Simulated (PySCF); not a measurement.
# C3H6O4S: the cost of one run

Computed with PySCF 2.14.0 and routines of our own; the level stands in each step. Atoms count from 0.

## 1. The system as given

14 atoms, charge 0, multiplicity 1; geometry from: GFN2-xTB.

## 2. Magnetic properties: GIAO B97-2/pcSseg-1

The job: settings as JSON, then the geometry in Å.

```
{"job": {"kind": "mag", "xc": "B97-2", "basis": "pcSseg-1", "isotopologues": 2}, "charge": 0, "multiplicity": 1}
O     -1.231145     0.603978    -1.171577
S     -1.306168    -0.366479    -0.122792
O     -1.145924    -1.743110    -0.445406
O     -2.727363    -0.152404     0.613422
C     -0.177625     0.064410     1.216674
C      1.196804    -0.330907     0.753650
C      1.844083     0.424304    -0.323861
O      2.249448     0.546401     1.010692
H     -3.253491     0.492478     0.136356
H     -0.499404    -0.484994     2.094373
H     -0.250587     1.135939     1.373445
H      1.429831    -1.386853     0.854053
H      1.329900     1.276927    -0.749274
H      2.540965    -0.080163    -0.981898
```

Method: GIAO B97-2/pcSseg-1 magnetisability, rotational g tensor and spin-rotation constants, non-relativistic, gas phase.

On the command line:

```sh
OMP_NUM_THREADS=1 python excited_run.py task.json out
```

One launch serves the whole session: the jobs run in the order shown.

Q: Estimate the wall time and peak memory of this first job on 1 thread of Arm Neoverse V1, shared host.

About 27 s, with a peak of 0.78 GiB.
